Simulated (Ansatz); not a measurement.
**C2H7BrSi: one species, many methods**

The task here is to estimate one member of a computed series from the others.

Method: functionals in def2-TZVPP, the program's frozen cores in correlated methods; program: Ansatz 0.2.0, Gaussian basis.

Levels to be run: LDA (SPW92), PBE-D4, revPBE-D4, BLYP-D4, r2SCAN-D4, B97M-V, PBE0-D4, B3LYP-D4, r2SCANh-D4, r2SCAN0-D4, HSE06-D4, BHLYP-D4, CAM-B3LYP-D4, LC-ωPBE, ωB97X-V, ωB97M-V, B2PLYP, PBE-QIDH; CCSD(T)/def2-SVP; CCSD(T)/def2-TZVPP; MP2/def2-QZVPP; extrapolation to the limit; RPA on PBE.

## Structure used throughout

All runs share one geometry, relaxed beforehand with PBE0-D4 in a triple-zeta def2 set.

SMILES `C[SiH2]CBr`, 11 atoms, charge 0, spin multiplicity 1.

Atoms are counted from 1 here; the program's logs count them from 0.

Bond lengths: C1–Si2 1.864 Å, C1–H5 1.092 Å, C1–H6 1.092 Å, C1–H7 1.093 Å, Si2–C3 1.884 Å, Si2–H8 1.486 Å, Si2–H9 1.492 Å, C3–Br4 1.949 Å, C3–H10 1.090 Å, C3–H11 1.089 Å. Angles: Si2–C1–H5 110.6°, Si2–C1–H6 110.6°, Si2–C1–H7 110.9°, H5–C1–H6 108.3°, H5–C1–H7 108.3°, H6–C1–H7 108.1°, C1–Si2–C3 111.2°, C1–Si2–H8 111.4°, C1–Si2–H9 110.6°, C3–Si2–H8 108.1°, C3–Si2–H9 106.8°, H8–Si2–H9 108.6°, Si2–C3–Br4 110.1°, Si2–C3–H10 112.6°, Si2–C3–H11 112.4°, Br4–C3–H10 106.3°, Br4–C3–H11 106.3°, H10–C3–H11 108.7°.

Set-up of the first run:

File in.yaml:

```yaml
crystal:
  periodic: [false, false, false]
  atoms:
    - {symbol: C, position_ang: [-1.168789, 1.038945, 0.186066]}
    - {symbol: Si, position_ang: [-0.006047, -0.316129, 0.720887]}
    - {symbol: C, position_ang: [1.270444, -0.686708, -0.613964]}
    - {symbol: Br, position_ang: [0.380692, -1.265489, -2.248069]}
    - {symbol: H, position_ang: [-1.703076, 0.749770, -0.721088]}
    - {symbol: H, position_ang: [-1.904212, 1.244424, 0.967150]}
    - {symbol: H, position_ang: [-0.623057, 1.963451, -0.017115]}
    - {symbol: H, position_ang: [-0.740715, -1.572876, 1.019763]}
    - {symbol: H, position_ang: [0.750978, 0.093085, 1.939619]}
    - {symbol: H, position_ang: [1.863292, 0.187644, -0.881492]}
    - {symbol: H, position_ang: [1.945791, -1.493118, -0.331156]}
basis:
  gaussian: {orbitals: def2-TZVPP}
hamiltonian: {xc: lda}
output: {orbitals: {seedname: orbitals}}
```

Command:

```bash
> ansatz run in.yaml --threads 4 --pin off --events-out ev --progress --plain --max-ram 10444MiB
```

Among the steps run: LDA; PBE-D4 (GGA); revPBE-D4 (GGA); BLYP-D4 (GGA); r2SCAN-D4 (meta-GGA); B97M-V (meta-GGA); PBE0-D4 (hybrid); B3LYP-D4 (hybrid); r2SCANh-D4 (hybrid); r2SCAN0-D4 (hybrid); HSE06-D4 (hybrid); BHLYP-D4 (hybrid); CAM-B3LYP-D4 (range-separated); LC-ωPBE (range-separated); ωB97X-V (range-separated); ωB97M-V (range-separated); B2PLYP (double hybrid); PBE-QIDH (double hybrid).

One of the session's tables, all rows but one given; the rest of the session is left out.

It belongs to the step «Orbital energies across the functionals». 

| functional | HOMO (eV) | gap (eV) |
| --- | --- | --- |
| LDA (SPW92) | -6.59 | 5.10 |
| PBE-D4 | -6.45 | 5.18 |
| revPBE-D4 | -6.40 | 5.22 |
| BLYP-D4 | -6.30 | 5.14 |
| r2SCAN-D4 | -6.73 | 5.73 |
| B97M-V | -6.86 | 5.85 |
| PBE0-D4 | -7.70 | 7.43 |
| B3LYP-D4 | -7.47 | 6.93 |
| r2SCANh-D4 | -7.20 | 6.55 |
| r2SCAN0-D4 | -7.89 | 7.77 |
| HSE06-D4 | -7.31 | 6.64 |
| BHLYP-D4 | -8.83 | 9.55 |
| CAM-B3LYP-D4 | -9.04 | 9.84 |
| LC-ωPBE | -10.42 | 12.45 |
| ωB97X-V | -10.07 | 11.94 |
| ωB97M-V | ? | ? |

Estimate the missing values for ωB97M-V.

As computed: HOMO (eV): -9.93; gap (eV): 11.57. In the column «HOMO (eV)» it lies between ωB97X-V (-10.07) and CAM-B3LYP-D4 (-9.04).
